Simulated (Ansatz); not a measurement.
GaN, space group F-43m, an equation of state with a fit

Program: Ansatz's Python interface.

Interactive session:
```pycon
>>> import warnings
>>> import ansatz
>>> import numpy as np
>>> VECTORS = np.array([
...     [0.0, 2.253501, 2.253501],
...     [2.253501, 0.0, 2.253501],
...     [2.253501, 2.253501, 0.0],
... ])
>>> SITES = [
...     ("Ga", [0.0, 0.0, 0.0]),
...     ("N", [0.75, 0.75, 0.75]),
... ]
>>> def on_lattice(cell):
...     crystal = ansatz.Crystal(lattice=ansatz.Lattice.of(cell))
...     for symbol, position in SITES:
...         crystal = crystal.atom(symbol, position)
...     return crystal
...
>>> warnings.simplefilter("ignore", ansatz.DeckWarning)
>>> # scale the volume, keep shape and fractions
>>> volumes, energies = [], []
>>> for scale in np.linspace(0.94, 1.06, 7):
...     cell = VECTORS * scale ** (1 / 3)
...     base = (
...         on_lattice(cell).calculation()
...         .functional("pbe")
...         .occupations(ansatz.OccupationsMethod.FIXED)
...         .basis(38 * ansatz.Ry)
...         .kpoints(8, 8, 8)
...     )
...     data = base.run().report
...     volumes.append(abs(np.linalg.det(cell)) / len(SITES))
...     energies.append(data["free_energy_ev"] / len(SITES))
...     print(f"V = {volumes[-1]:8.4f} A^3/atom  F = {energies[-1]:.5f} eV/atom")
...
V =  10.7572 A^3/atom  F = -2083.90313 eV/atom
V =  10.9861 A^3/atom  F = -2083.92618 eV/atom
V =  11.2150 A^3/atom  F = -2083.94237 eV/atom
V =  11.4439 A^3/atom  F = -2083.95239 eV/atom
V =  11.6728 A^3/atom  F = -2083.95686 eV/atom
V =  11.9016 A^3/atom  F = -2083.95633 eV/atom
V =  12.1305 A^3/atom  F = -2083.95132 eV/atom
>>> # third-order Birch-Murnaghan: a cubic in V^(-2/3)
>>> x = np.array(volumes) ** (-2 / 3)
>>> poly = np.polynomial.Polynomial.fit(x, energies, 3).convert()
>>> roots = poly.deriv().roots()
>>> x0 = min((r.real for r in roots if abs(r.imag) < 1e-9 and poly.deriv(2)(r.real) > 0), key=lambda r: abs(r - x.mean()))
>>> v0 = x0 ** -1.5
>>> b0 = 4 / 9 * poly.deriv(2)(x0) * v0 ** (-7 / 3) * 160.21766
>>> b1 = 4 + 2 / 3 * x0 * poly.deriv(3)(x0) / poly.deriv(2)(x0)
>>> print(f"V0 = {v0:.4f} A^3/atom, B0 = {b0:.1f} GPa, dB/dP = {b1:.2f}")
V0 = 11.7611 A^3/atom, B0 = 172.3 GPa, dB/dP = 4.40
```

A third-order Birch-Murnaghan fit through the 7 points has its minimum at 11.76 Å³ an atom, 2.8 % above the typed cell, with a bulk modulus of 172 GPa and dB/dP = 4.4. From that minimum the energy rises by 54.1 meV an atom on the compressed side and 5.9 meV on the expanded side.

Notes:
- Absolute energies stand on the zero of these potentials, so only differences at equal settings mean something.
- The structure comes from a database of computed cells and needn't be a stable or known phase.
- Finished in 6.5 s on 1 thread of Arm Neoverse V2 (shared host), peak memory 0.33 GiB.
